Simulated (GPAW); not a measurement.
# NbSi (Pm-3m) in GPAW: convergence with plane-wave cutoff (eV)

Aim: find how far plane-wave cutoff (eV) must go before the results for NbSi settle, at PBE. This setting moves, with any that are tied to it; all else stays.

Program: GPAW 26.7.0. These are calculated values, not measurements. Logs are shortened: lines on timing, memory, paths and dates and some standing lists are left out, and cuts for length are marked. The log counts tension as positive stress, the text compression.

## Step 1: The crystal as given

Symmetry: Pm-3m, No. 221, cubic system. The conventional cell has a = 3.156 Å, b = 3.156 Å, c = 3.156 Å, α = 90.00°, β = 90.00°, γ = 90.00°. Nb (site symmetry m-3m) is surrounded by 8 Si at 2.73 Å. Around Si (site symmetry m-3m) lie 8 Nb at 2.73 Å.

The cell was built by a generator and needn't be a form met in nature.

## Step 2: With plane-wave cutoff (eV) 200

Contents of run.py:

```python
from ase import Atoms
from ase.dft.bandgap import bandgap
from ase.io import write
from ase.units import GPa
from gpaw import GPAW, PW

atoms = Atoms(['Nb', 'Si'],
              cell=[[3.15644, 0.0, 0.0],
                    [0.0, 3.15644, 0.0],
                    [0.0, 0.0, 3.15644]],
              scaled_positions=[[0.0, 0.0, 0.0],
                                [0.5, 0.5, 0.5]],
              pbc=True)

calc = GPAW(mode=PW(200),
            xc='PBE',
            kpts={'size': (8, 8, 8), 'gamma': True},
            occupations={'name': 'fermi-dirac', 'width': 0.05},
            nbands=19,
            convergence={'density': 1e-05, 'energy': 1e-05},
            maxiter=100,
            txt='gpaw.txt')
atoms.calc = calc
energy = atoms.get_potential_energy()
forces = atoms.get_forces()
stress = atoms.get_stress()
calc.write('gs.gpw')
write('result.traj', atoms)
print(f'Energy: {energy:.6f} eV')
print('Forces (eV/A):')
print(forces.round(4))
print('Stress (GPa):', (stress / GPa).round(3))
print('Fermi level:', round(calc.get_fermi_level(), 4), 'eV')
print(f'Gap: {bandgap(calc)[0]:.4f} eV, direct: {bandgap(calc, direct=True)[0]:.4f} eV')
```

Potentials or basis: GPAW PAW data sets (gpaw-data 1.2.1), pw.

Started as:

```console
> OMP_NUM_THREADS=1 python run.py
```

Wall time 6 s (1 thread of Arm Neoverse V1, shared host); peak memory 0.12 GiB.

Results:

- Free energy: -15.6555 eV
- Pressure: -5.2 GPa
- Band gap on the k mesh: none (metal or under the smearing width)

## Step 3: With plane-wave cutoff (eV) 250

run.py: that of step 2 with these lines changed.

```diff
@@ -14,3 +14,3 @@
 
-calc = GPAW(mode=PW(200),
+calc = GPAW(mode=PW(250),
             xc='PBE',
```

Potentials or basis: GPAW PAW data sets (gpaw-data 1.2.1), pw.

Started as:

```console
> OMP_NUM_THREADS=1 python run.py
```

Run time: 6.3 s. Hardware: 1 thread of Arm Neoverse V1, shared host; peak memory 0.12 GiB.

What came out:

| Property | Result |
| --- | --- |
| Free energy | -15.9194 eV |
| Pressure | -3.6 GPa |
| Band gap on the k mesh | none (metal or under the smearing width) |

## Step 4: With plane-wave cutoff (eV) 300

run.py: that of step 3 with these lines changed.

```diff
@@ -14,3 +14,3 @@
 
-calc = GPAW(mode=PW(250),
+calc = GPAW(mode=PW(300),
             xc='PBE',
```

Started as:

```console
> OMP_NUM_THREADS=1 python run.py
```

Wall time 7.5 s (1 thread of Arm Neoverse V1, shared host); peak memory 0.13 GiB.

Results:

```
Free energy            : -16.0544 eV
Pressure               : -2.1 GPa
Band gap on the k mesh : none (metal or under the smearing width)
```

## Step 5: With plane-wave cutoff (eV) 350

run.py: that of step 4 with these lines changed.

```diff
@@ -14,3 +14,3 @@
 
-calc = GPAW(mode=PW(300),
+calc = GPAW(mode=PW(350),
             xc='PBE',
```

Started as:

```console
> OMP_NUM_THREADS=1 python run.py
```

Run time: 7.9 s. Hardware: 1 thread of Arm Neoverse V1, shared host; peak memory 0.13 GiB.

Results:

```yaml
Free_energy: -16.1102 eV
Pressure: -1.1 GPa
Band_gap_on_the_k_mesh: none (metal or under the smearing width)
```

## Step 6: With plane-wave cutoff (eV) 400

run.py: that of step 5 with these lines changed.

```diff
@@ -14,3 +14,3 @@
 
-calc = GPAW(mode=PW(350),
+calc = GPAW(mode=PW(400),
             xc='PBE',
```

Potentials or basis: GPAW PAW data sets (gpaw-data 1.2.1), pw.

Started as:

```console
> OMP_NUM_THREADS=1 python run.py
```

Wall time 8.6 s (1 thread of Arm Neoverse V1, shared host); peak memory 0.13 GiB.

What came out:

```
Free energy            : -16.1297 eV
Pressure               : -0.6 GPa
Band gap on the k mesh : none (metal or under the smearing width)
```

## Step 7: With plane-wave cutoff (eV) 500

run.py: that of step 6 with these lines changed.

```diff
@@ -14,3 +14,3 @@
 
-calc = GPAW(mode=PW(400),
+calc = GPAW(mode=PW(500),
             xc='PBE',
```

Started as:

```console
> OMP_NUM_THREADS=1 python run.py
```

Wall time 14 s (1 thread of Arm Neoverse V1, shared host); peak memory 0.14 GiB.

The run converged. Its results:

| Property | Result |
| --- | --- |
| Free energy | -16.1408 eV |
| Pressure | -0.4 GPa |
| Band gap on the k mesh | none (metal or under the smearing width) |

## Step 8: With plane-wave cutoff (eV) 600

run.py: that of step 7 with these lines changed.

```diff
@@ -14,3 +14,3 @@
 
-calc = GPAW(mode=PW(500),
+calc = GPAW(mode=PW(600),
             xc='PBE',
```

Started as:

```console
> OMP_NUM_THREADS=1 python run.py
```

Wall time 14 s (1 thread of Arm Neoverse V1, shared host); peak memory 0.15 GiB.

It converged, with:

```
Free energy            : -16.1439 eV
Pressure               : -0.3 GPa
Band gap on the k mesh : none (metal or under the smearing width)
```

## Step 9: With plane-wave cutoff (eV) 800

run.py: that of step 8 with these lines changed.

```diff
@@ -14,3 +14,3 @@
 
-calc = GPAW(mode=PW(600),
+calc = GPAW(mode=PW(800),
             xc='PBE',
```

Potentials or basis: GPAW PAW data sets (gpaw-data 1.2.1), pw.

Started as:

```console
> OMP_NUM_THREADS=1 python run.py
```

Wall time 21 s (1 thread of Arm Neoverse V1, shared host); peak memory 0.16 GiB.

Results (log left out):

```
Free energy            : -16.1450 eV
Pressure               : -0.3 GPa
Band gap on the k mesh : none (metal or under the smearing width)
```

## Step 10: With plane-wave cutoff (eV) 1000

run.py: that of step 9 with these lines changed.

```diff
@@ -14,3 +14,3 @@
 
-calc = GPAW(mode=PW(800),
+calc = GPAW(mode=PW(1000),
             xc='PBE',
```

Potentials or basis: GPAW PAW data sets (gpaw-data 1.2.1), pw.

Started as:

```console
> OMP_NUM_THREADS=1 python run.py
```

gpaw.txt:

```text
__  _  _
 | _ |_)|_||  |
 |__||  | ||/\| - 26.7.0

Input parameters:
  mode=PW(ecut=1000.0),
  convergence={'density': 1e-05, 'energy': 1e-05},
  kpts=MonkhorstPack(size=(8, 8, 8), gamma=True),
  maxiter=100,
  nbands=19,
  occupations=Occupations(name='fermi-dirac', width=0.05),
  xc=XC(name='PBE')

Diagonalizing LCAO Hamiltonian
Converting LCAO to pw mode
   .-------.
  /|       |
 * |       |
 | |  Si   |
 | .-------.
 |/       /
 Nb------*

Atoms  # Å, Bohr magnetons
|   | symbol |        x |        y |        z |    initial magnetic moments |
|---|--------|----------|----------|----------|-----------------------------|
| 0 |     Nb | 0.000000 | 0.000000 | 0.000000 | ( 0.0000,  0.0000,  0.0000) |
| 1 |     Si | 1.578220 | 1.578220 | 1.578220 | ( 0.0000,  0.0000,  0.0000) |

Unit cell  # Å
| periodic |        x |        y |        z |  lengths |    angles |
|----------|----------|----------|----------|----------|-----------|
|      yes | 3.156440 | 0.000000 | 0.000000 | 3.156440 | 90.000000 |
|      yes | 0.000000 | 3.156440 | 0.000000 | 3.156440 | 90.000000 |
|      yes | 0.000000 | 0.000000 | 3.156440 | 3.156440 | 90.000000 |

Number of symmetries: 48
Symmetry operations  # r_c * U_cc + t_c -> r_c
|    | kind |            matrix            |
|----|------|------------------------------|
|  0 |  E   |  1, 0, 0,  0, 1, 0,  0, 0, 1 |
|  1 |  σ   |  1, 0, 0,  0, 1, 0,  0, 0,-1 |
|  2 |  σ   |  1, 0, 0,  0, 0, 1,  0, 1, 0 |
|  3 |  C4  |  1, 0, 0,  0, 0, 1,  0,-1, 0 |
|  4 |  C4  |  1, 0, 0,  0, 0,-1,  0, 1, 0 |
|  5 |  σ   |  1, 0, 0,  0, 0,-1,  0,-1, 0 |
|  6 |  σ   |  1, 0, 0,  0,-1, 0,  0, 0, 1 |
|  7 |  C2  |  1, 0, 0,  0,-1, 0,  0, 0,-1 |
|  8 |  σ   |  0, 1, 0,  1, 0, 0,  0, 0, 1 |
|  9 |  C2  |  0, 1, 0,  1, 0, 0,  0, 0,-1 |
| 10 |  C3  |  0, 1, 0,  0, 0, 1,  1, 0, 0 |
| 11 |  S6  |  0, 1, 0,  0, 0, 1, -1, 0, 0 |
| 12 |  S6  |  0, 1, 0,  0, 0,-1,  1, 0, 0 |
| 13 |  C3  |  0, 1, 0,  0, 0,-1, -1, 0, 0 |
| 14 |  C4  |  0, 1, 0, -1, 0, 0,  0, 0, 1 |
| 15 |  S4  |  0, 1, 0, -1, 0, 0,  0, 0,-1 |
| 16 |  C3  |  0, 0, 1,  1, 0, 0,  0, 1, 0 |
[... 143 lines left out ...]
  Backstep threshold: 4.0
  History deletion threshold: 6.0
  Fourier metric: weight=20.0, sigma=0.015

occupation numbers:
  Fermi-Dirac:
    width: 0.0500  # eV

poisson solver:
  ecut: 8000.0  # eV

xc functional:
  name: PBE with 2 nearest neighbor stencil

convergence criteria:
- Maximum integral of absolute [dens]ity change: 1e-05 electrons / valence electron
- Maximum [total energy] change in last 3 cyles: 1e-05 eV / valence electron
- Maximum integral of absolute [eigenst]ate change: 4e-08 eV^2 / valence electron
maximum number of iterations: 100

SCF iterations
|iter     | |      energy | eigst |  dens |
|---------|-|-------------|-------|-------|
|iter:   1| |  -17.233823 | +0.19 |       |
|iter:   2| |  -16.927556 | -2.37 | -0.95 |
|iter:   3| |  -16.145313 | -1.31 | -1.01 |
|iter:   4| |  -16.135112 | -3.08 | -1.62 |
|iter:   5| |  -16.135196 | -3.16 | -1.90 |
|iter:   6| |  -16.135255c| -4.59 | -2.71 |
|iter:   7| |  -16.135261c| -6.01 | -3.46 |
|iter:   8| |  -16.135261c| -7.48c| -4.11 |
|iter:   9| |  -16.135261c| -8.31c| -5.28c|

Converged in 9 steps
Energy contributions relative to reference atoms: (reference = -111792.492039)

Energy contributions:
  Kinetic:           4.959257
  Coulomb:          -7.752565
  Zero:             -0.063985
  External:          0.000000
  Xc:              -13.268114
  Entropy:          -0.019710
  Spinorbit:         0.000000
  ----------------------------
  Free energy:     -16.145117
  Extrapolated:    -16.135261

dipole moment: (-11.535246, -11.535246, -11.535246)  # |e|*Ang

Fermi level: 10.889
Eigenvalues  # (at kpt = [0.000, 0.000, 0.000])
| band index |      eig [eV] | occ [0-2] |
|------------|---------------|-----------|
|          0 |       -43.736 |     2.000 |
|          1 |       -19.693 |     2.000 |
|          2 |       -19.693 |     2.000 |
|          3 |       -19.693 |     2.000 |
|          4 |        -0.167 |     2.000 |
|          5 |         8.259 |     2.000 |
|          6 |         8.259 |     2.000 |
|          7 |        13.153 |     0.000 |
|          8 |        13.153 |     0.000 |
|          9 |        13.153 |     0.000 |
|         10 |        13.366 |     0.000 |
|         11 |        13.366 |     0.000 |
|         12 |        13.366 |     0.000 |
|         13 |        20.357 |     0.000 |
|         14 |        20.985 |     0.000 |
|        ... |               |           |
|         18 |        28.838 |     0.000 |

No gap
No difference between direct/indirect transitions

Forces  # eV/Ang
|        x |       y |       z |
|----------|---------|---------|
|  0.00000 | 0.00000 | 0.00000 |  # Nb   0
| -0.00000 | 0.00000 | 0.00000 |  # Si   1

Stress tensor  # eV/Ang^3
|        x |        y |        z |
|----------|----------|----------|
| 0.001873 | 0.000000 | 0.000000 |
| 0.000000 | 0.001873 | 0.000000 |
| 0.000000 | 0.000000 | 0.001873 |

# Writing to gs.gpw (mode='')
```

stdout:

```text
Energy: -16.135261 eV
Forces (eV/A):
[[ 0.  0.  0.]
 [-0.  0.  0.]]
Stress (GPa): [0.3 0.3 0.3 0.  0.  0. ]
Fermi level: 10.8887 eV
Gap: 0.0000 eV, direct: 0.0000 eV
```

Run time: 26 s. Hardware: 1 thread of Arm Neoverse V1, shared host; peak memory 0.18 GiB.

Results:

```yaml
Free_energy: -16.1451 eV
Pressure: -0.3 GPa
Band_gap_on_the_k_mesh: none (metal or under the smearing width)
```

## Step 11: The series at a glance

```csv
plane-wave cutoff (eV),"energy less the tightest run, at zero smearing (meV/atom)",pressure (GPa),SCF cycles,CPU time (s),peak memory (GiB)
200,244.78,-5.17,9,6,0.12
250,112.86,-3.59,9,6.3,0.12
300,45.35,-2.06,9,7.4,0.13
350,17.47,-1.05,9,7.8,0.13
400,7.72,-0.61,9,8.6,0.13
500,2.18,-0.38,9,14,0.14
600,0.60,-0.33,9,14,0.15
800,0.05,-0.30,9,21,0.16
1000,0.00,-0.30,9,26,0.18
```

Against the tightest run, the energy stays within 1 meV/atom from 600 on; the pressure stays within 0.1 GPa from 500 on. The tightest run that finished is the yardstick and may itself not be fully converged.
